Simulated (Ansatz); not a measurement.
# Ti (Titanium): the cost of one run

Program: Ansatz 0.2.0. Level of theory: DFT LDA, scalar-relativistic, plane waves, PAW. These are calculated values, not measurements.

## 1. The starting structure

It takes space group P6_3/mmc (No. 194, hexagonal). The conventional cell has a = 2.950 Å, b = 2.950 Å, c = 4.680 Å, α = 90.00°, β = 90.00°, γ = 120.00°. Ti (site symmetry -6m2) is surrounded by 12 Ti at 2.89 to 2.95 Å.

As a file:

```
CELL_PARAMETERS angstrom
2.95000 0.00000 0.00000
-1.47500 2.55477 0.00000
0.00000 0.00000 4.68000
ATOMIC_POSITIONS crystal
Ti 0.33333 0.66667 0.25000
Ti 0.66667 0.33333 0.75000
```

The structure comes from the Crystallography Open Database.

(A quick probe on a coarse mesh, which set the mesh and smearing, is not shown.)

## 3. Coarse relaxation

Input file input.yaml:

```yaml
crystal:
  lattice:
    - [2.95, 0.0, 0.0]
    - [-1.475, 2.5547749412, 0.0]
    - [0.0, 0.0, 4.68]
  atoms:
    - { symbol: Ti, position: [0.3333333333, 0.6666666667, 0.25] }
    - { symbol: Ti, position: [0.6666666667, 0.3333333333, 0.75] }
basis:
  ecutwfc: 420
kpoints:
  mp_grid: { grid: [9, 9, 4] }
hamiltonian:
  xc: lda
scf:
  occupations: { method: gaussian, width: 0.1 }
output:
  forces: true
  stress: true
  eigenvalues: true
relax:
  adjacent_minimum: "off"
  f_tol: 0.05
  max_steps: 80
  cell: { stress_tol: 0.5 }
```

Launch:

```console
$ ansatz run input.yaml --threads 1 --pin off --max-ram 2560MiB --backend cpu --events-out ev --progress --plain --runs-dir out
```

**Question.** How long does this run take on 1 thread of Intel Xeon Platinum 8488C (Sapphire Rapids), shared host, and how much memory does it need?

About 4.8 s, with a peak of 0.37 GiB.
